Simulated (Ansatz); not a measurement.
Turn this script for the Ansatz DFT code, driven from Python into the input file that the command-line program reads.

Script `scf_lizn3.py`:
```python
# -*- coding: utf-8 -*-
from collections import Counter
from pathlib import Path
import json
import warnings

import ansatz as az
from ase.io.cube import read_cube_data
from ase.units import Bohr
import numpy as np

warnings.simplefilter('ignore', az.DeckWarning)

system = (
    az.Lattice.of([2.79815671, 0.0, 0.0], [-1.39907836, 2.42327479, 0.0], [0.0, 0.0, 8.82694])
    .atom('Li', [0.0, 0.0, 0.0])
    .atom('Zn', [0.0, 0.0, 0.5])
    .atom('Zn', [2 / 3, 1 / 3, 0.249384])
    .atom('Zn', [2 / 3, 1 / 3, 0.750616])
)

job = system.calculation()
job = job.kpoints(10, 10, 3, center='gamma')
job = job.pseudopotentials('paw')
job = job.functional('r2scan').occupations(az.OccupationsMethod.COLD, width=0.1)
job = job.compute(density_of_states={'method': 'smearing', 'broadening_width': 0.15, 'nscf_kmesh_spacing': 0.24}, band_table=True, density=True, output_files={'volumetric_format': 'cube'}, stress=True, forces=True, bader_charges=True)
outcome = job.run(events_out='events.ndjson')
report = outcome.report
with open('events.ndjson') as stream:
    kinds = Counter(json.loads(line)['event'] for line in stream)
print('events:', {kind: kinds[kind] for kind in ('scf_iter', 'scf_done', 'notice', 'finished')})

print(f'free energy      {report["free_energy_ev"]:.5f} eV')
print(f'per atom         {report["free_energy_ev"] / len(outcome.lattice.sites):.5f} eV')
print(f'SCF iterations   {report["n_iterations"]}  (converged: {report["converged"]})')

dos = outcome.density_of_states()
energy = np.asarray(dos.energies_ev) - dos.fermi_ev
top = min(levels[-1] for levels in report['eigenvalues_ev']) - dos.fermi_ev  # the computed bands end here
total = np.asarray(dos.spin_summed_g_bin_mean_per_ev)
print('E - E_F (eV)   states/eV')
for e in np.arange(-10, min(6, top), 0.5):
    print(f'{e:8.1f} {np.interp(e, energy, total):12.3f}')

folder = Path(outcome.write_results('cubes'))
print('\n'.join((folder / 'rho.cube').read_text().splitlines()[: 6 + 4]))
values, cube_atoms = read_cube_data(str(folder / 'rho.cube'))
print('electrons from the file:', round(values.mean() * cube_atoms.get_volume() / Bohr ** 3, 3))

stress = np.array(report['stress_gpa'])
print(f'pressure {np.trace(stress) / 3:.3f} GPa')
print('stress tensor, GPa, positive in compression')
print(np.round(stress, 3) + 0.0)

forces = np.array(report['forces_ev_ang'])
norms = np.linalg.norm(forces, axis=1)
print('largest force {:.4f} eV/A on atom {}'.format(norms.max(), norms.argmax()))
print(np.array2string(forces, precision=4, suppress_small=True))

charges = outcome.bader_charges()
for atom in charges.atoms:
    print(f'Bader charge {atom.symbol:2s} {atom.partial_charge_e:+.3f} e')
```

```console
$ python scf_lizn3.py
events: {'scf_iter': 8, 'scf_done': 1, 'notice': 2, 'finished': 1}
free energy      -10182.42145 eV
per atom         -2545.60536 eV
SCF iterations   8  (converged: True)
E - E_F (eV)   states/eV
   -10.0        0.105
    -9.5        0.332
    -9.0        0.884
    -8.5       12.935
    -8.0       20.756
    -7.5       28.633
    -7.0        1.211
    -6.5        0.853
    -6.0        0.367
    -5.5        0.733
    -5.0        1.296
    -4.5        0.609
    -4.0        0.848
    -3.5        1.354
    -3.0        0.432
    -2.5        1.039
    -2.0        1.393
    -1.5        0.804
    -1.0        1.639
    -0.5        0.498
     0.0        1.900
     0.5        0.333
     1.0        1.300
     1.5        0.433
     2.0        1.273
     2.5        0.950
     3.0        1.053
ansatz rho
values in e/bohr^3 (x slowest, z fastest)
    4    0.000000    0.000000    0.000000
   24    0.220323    0.000000    0.000000
   24   -0.110161    0.190805    0.000000
   72    0.000000    0.000000    0.231674
    3    3.000000    0.000000    0.000000    0.000000
   30   30.000000    0.000000    0.000000    8.340250
   30   30.000000    2.643875    1.526442    4.159850
   30   30.000000    2.643875    1.526442   12.520650
electrons from the file: 39.0
pressure -3.154 GPa
stress tensor, GPa, positive in compression
[[-3.991  0.     0.   ]
 [ 0.    -3.991  0.   ]
 [ 0.     0.    -1.48 ]]
largest force 0.0606 eV/A on atom 2
[[-0.      0.      0.    ]
 [-0.      0.      0.    ]
 [ 0.      0.     -0.0606]
 [ 0.      0.      0.0606]]
Bader charge Li +0.832 e
Bader charge Zn -0.035 e
Bader charge Zn -0.398 e
Bader charge Zn -0.399 e
```

`input.yaml`:
```yaml
crystal:
  lattice:
    - [2.79815671, 0.0, 0.0]
    - [-1.39907836, 2.42327479, 0.0]
    - [0.0, 0.0, 8.82694]
  atoms:
    - { symbol: Li, position: [0.0, 0.0, 0.0] }
    - { symbol: Zn, position: [0.0, 0.0, 0.5] }
    - { symbol: Zn, position: [0.6666666666667, 0.3333333333333, 0.249384] }
    - { symbol: Zn, position: [0.6666666666667, 0.3333333333333, 0.750616] }
kpoints:
  mp_grid: { grid: [10, 10, 3], shift: [0.0, 0.0, 0.0] }
hamiltonian:
  xc: r2scan
  pseudopotentials: { kind: paw }
scf:
  occupations: { method: cold, width: 0.1 }
output:
  write_density: true
  volumetric_format: cube
  bader: true
  dos:
    method: { smearing: { sigma: 0.15 } }
    nscf_kmesh: { kspacing: 0.24 }
  forces: true
  stress: true
  eigenvalues: true
```

Launched from the shell:
```console
$ ansatz run input.yaml --threads 1 --pin off --max-ram 3072MiB --backend cpu --events-out ev --progress --plain --runs-dir out
Engine: ansatz 0.2.0, aarch64-unknown-linux-gnu
Pseudopotentials: kind: paw
Pseudopotential: Li, paw, valence charge 3, recommended cutoff 500 eV (meta_gga), Li.paw.azcp
Pseudopotential: Zn, paw, valence charge 12, recommended cutoff 500 eV (meta_gga), Zn.paw.azcp
Functional definition: r2SCAN
  parameter k0 = 0.174
  parameter k1 = 0.065
  parameter a1 = 4.9479
  exchange = r2scan_x(k0 = k0, k1 = k1, a1 = a1)
  correlation = r2scan_c
Crystal: 4 atoms, lattice volume = 59.853 Å³
Basis set: ecut = 500 eV, 1485 PW (Γ), exchange–correlation on 96×96×288 points (64 copies of the dense FFT grid, shifted against one another)
Bands: 24, of which v1, the nominal top of the filled ones, is band 20 counted from 1 (19 counted from 0)
Symmetry: 12 space group operations
Space group: P-6m2 (ITA 187), of the structure as read, at distance tolerance 3.9e-5 Å
k-points: 28 of 300 (time reversal used)
Non-local potential: Li, projectors of the file, l = 0: 3, l = 1: 2, l = 2: 1
Non-local potential: Zn, projectors of the file, l = 0: 2, l = 1: 2, l = 2: 3, l = 3: 1
PAW form: soft (Blöchl's): semilocal exchange-correlation on the pseudo side does not see the compensation charge
PAW frozen core: Zn, regenerated for the run's functional (the file was generated under x = pbe(κ = 0.804, μ = 0.2195149727645171), c = pbe(β = 0.06672455060314922))
PAW one-centre angular grid: Li, 302 points (default); XC on 327 of its mesh's 2665 points in the sphere
PAW one-centre angular grid: Zn, 590 points (default); XC on 261 of its mesh's 2673 points in the sphere
Initial density: superposition of atomic densities (neutral atoms: chi_scale 0, normalization atom), corrected by the library's trained network
Initial wavefunctions: pseudopotential atomic-orbital guess
Functional: x = r2scan, c = r2scan; τ floored in thin density (d = 2e-4 eV/Å³)
SCF iter   1: F=—  HF=-10182.447679 eV  |F-HF|=—  |Δ(HF+E_count)|=         —  Δρ=1.93e-2  dr2=1.23e-1  dr2_τ=3.77e-3  ethr=1.77e-3  ⟨swp⟩=6.0  Hψ=3355  notcnv=0
preconditioner: auto → none  [metal: Δε(μ)=0.023 eV  Ē_g=11.559 eV  σ=0.100 eV  W_gap=0.16  n_scr=6 (ndim 8)  ℏωp=29.2 eV  f_vac=0.000  D(μ)=1.83/eV (n_scr^D=6)  sad-step TF]
SCF iter   2: F=—  HF=-10182.428425 eV  |F-HF|=—  |Δ(HF+E_count)|=   1.93e-2  S|Δr|=    0.00e0  Δρ=1.76e-3  dr2=1.28e-2  dr2_τ=5.28e-4  ethr=3.15e-4  ⟨swp⟩=2.1  Hψ=1530  notcnv=0  defer=6
SCF iter   3: F=—  HF=-10182.430317 eV  |F-HF|=—  |Δ(HF+E_count)|=   1.89e-3  S|Δr|=    0.00e0  Δρ=3.97e-3  dr2=7.28e-2  dr2_τ=1.01e-4  ethr=3.29e-5  ⟨swp⟩=2.1  Hψ=1331  notcnv=0  defer=6
SCF iter   4: F=—  HF=-10182.421866 eV  |F-HF|=—  |Δ(HF+E_count)|=   8.45e-3  S|Δr|=    0.00e0  Δρ=1.79e-3  dr2=2.46e-3  dr2_τ=2.21e-5  ethr=3.29e-5  ⟨swp⟩=2.1  Hψ=1083  notcnv=0  defer=6
SCF iter   5: F=—  HF=-10182.421460 eV  |F-HF|=—  |Δ(HF+E_count)|=   4.06e-4  S|Δr|=    0.00e0  Δρ=6.73e-4  dr2=2.45e-4  dr2_τ=9.35e-7  ethr=6.31e-6  ⟨swp⟩=1.3  Hψ=684  notcnv=0  defer=6
SCF iter   6: F=—  HF=-10182.421436 eV  |F-HF|=—  |Δ(HF+E_count)|=   2.39e-5  S|Δr|=    0.00e0  Δρ=1.63e-4  dr2=1.29e-5  dr2_τ=1.54e-7  ethr=6.28e-7  ⟨swp⟩=2.7  Hψ=1202  notcnv=0  defer=6
SCF iter   7: F=—  HF=-10182.421448 eV  |F-HF|=—  |Δ(HF+E_count)|=   1.20e-5  S|Δr|=    0.00e0  Δρ=2.76e-5  dr2=6.94e-7  dr2_τ=4.35e-9  ethr=3.30e-8  ⟨swp⟩=2.0  Hψ=1189  notcnv=0  defer=6
SCF iter   8: F=-10182.421448 eV  HF=-10182.421448 eV  |F-HF|=3.97e-8  |Δ(HF+E_count)|=   3.09e-7  S|Δr|=    0.00e0  Δρ=8.19e-6  dr2=8.19e-8  dr2_τ=2.71e-10  ethr=2.56e-10  ⟨swp⟩=7.2  Hψ=3755  notcnv=0
SCF 1 converged in 8 iterations: F = -10182.421448 eV  dr2 = 8.19e-8
  greatest PAW one-centre occupation: 0.999 electrons in one spin orbital (limit 2), on the Li atom at site 0 (counted from 0), in its partial waves of l = 0
NSCF: frozen V_eff on 32 k-points
SCF converged after 8 iterations
Stability not checked: this state was not tested for a lower state beside it, because cold or Methfessel-Paxton smearing, or corrected tetrahedra, fill the levels in a way that the test cannot read (fill_not_monotonic; see scf.lower_state_search)
Free energy (F): -10182.421448 eV
Harris-Foulkes:  -10182.421448 eV  (|F-HF|=3.97e-8)
Internal energy: -10182.416438 eV  (E = F + TS)
E sigma→0 (E₀):  -10182.419778 eV
Entropy (-TS):   -0.005010 eV (-1.252 meV/atom)
Fermi energy:    8.974770 eV
--- Per-component energies (eV) ---
  E_band       = -12.596855
  E_kinetic    = 412.817147
  E_local      = -5823.279997  (includes V_loc(G=0)·N_el)
  E_nonlocal   = 1807.733118
  E_hartree    = 2492.690830
  E_xc         = -383.255484
  E_vxc        = -178.232207  (∫ρ·V_xc dr)
  E_paw        = -5560.435527  (= ΣΔE_a)
  E_vpaw       = -1227.630436  (= ΣTr[D̂ρ^β])
  E_aug_tail   = -0.000298  (compensation charges beyond the density's cutoff)
  E_vtau       = 10.627797  (kinetic-family band-sum trace: ∫τ·v_τ [+ j·A + Jᵃ·Aᵃ] dr)
  E_ewald      = -3128.138371
  E_core_change = -0.547856  (= ΣΔE_core)
  E_smearing   = -0.005010  (= −TS)
  E_closure    = 0.000000  (closes the sum)
  Σ components = -10182.421448   (vs F -10182.421448, Δ=0.00e0)
--- Forces (eV/Å), atoms counted from 1 ---
  atom   1  Li    -0.00000000     0.00000000     0.00000000
  atom   2  Zn    -0.00000000     0.00000000     0.00000000
  atom   3  Zn     0.00000000     0.00000000    -0.06061826
  atom   4  Zn     0.00000000     0.00000000     0.06061826
  max |Σ_I F_I| component: 3.70e-17 eV/Å
--- Stress (GPa, compression-positive) ---
       -3.991155      -0.000000      -0.000000
       -0.000000      -3.991155      -0.000000
       -0.000000      -0.000000      -1.479846
  P = ⅓ Tr σ = -3.1541 GPa (-31.541 kbar)
--- Band table (eV; the first three rows and the last of 28) ---
  k-point 0: bands = ["-38.7542", "-1.6123", "-0.0503", "0.1106", "0.7687", "0.7687", "0.8657", "0.9435", "0.9435", "1.0827", "1.0827", "1.2058", "1.2058", "1.2573", "1.4429", "1.4429", "1.4916", "1.4916", "2.9952", "6.6726", "10.0567", "18.1076", "18.4753", "24.3368"]
  k-point 1: bands = ["-38.7542", "-1.5893", "-0.1075", "0.1148", "0.7688", "0.7688", "0.8727", "0.9433", "0.9433", "1.0831", "1.0831", "1.1290", "1.2053", "1.2053", "1.4442", "1.4442", "1.4906", "1.4906", "3.5521", "5.7110", "11.5766", "14.8127", "22.2298", "24.5147"]
  k-point 2: bands = ["-38.7509", "-1.3431", "0.1533", "0.2045", "0.7305", "0.8211", "0.8565", "0.8867", "0.9593", "1.0655", "1.1073", "1.1350", "1.2194", "1.3062", "1.3677", "1.4339", "1.4959", "1.5821", "3.2601", "7.0466", "10.2075", "18.3248", "18.6108", "21.0519"]
  k-point 27: bands = ["-38.7161", "0.4149", "0.5113", "0.5659", "0.5795", "0.7410", "0.9658", "1.0458", "1.0609", "1.0914", "1.1781", "1.2049", "1.3761", "1.3912", "1.4589", "1.4957", "6.5813", "7.9222", "9.0847", "9.5655", "9.8668", "10.7218", "11.1399", "12.6837"]
--- Bader charges: 4 sites ---
  site symbol  charge [e]  shift [e]
     0     Li      0.8317     0.0005
     1     Zn     -0.0347     0.0001
     2     Zn     -0.3984     0.0003
     3     Zn     -0.3986     0.0003
  estimated error of the sums over rays = 3.1e-4 e
```

What to keep in mind:
- Absolute energies stand on the zero of these potentials, so only differences at equal settings mean something.
- For a metal this k-point mesh is coarse: on a finer one energies can move by several to tens of meV an atom and pressures by half a GPa or more, differences at one mesh by less.
- The fields are valence quantities on the plane-wave grid; their values near the nuclei depend on the potentials.
- The structure comes from a database of computed cells and needn't be a stable or known phase.
- The computed bands are complete only to about 2.9 eV above the Fermi level; beyond that the density of states is undercounted.
- Run time: 39 s on 1 thread of Arm Neoverse V2, on a shared host, peak memory 0.59 GiB.

(A comment or docstring line of the script was reworded after the run, the code is as it ran; lines on the test bed's own set-up are left out of the output.)
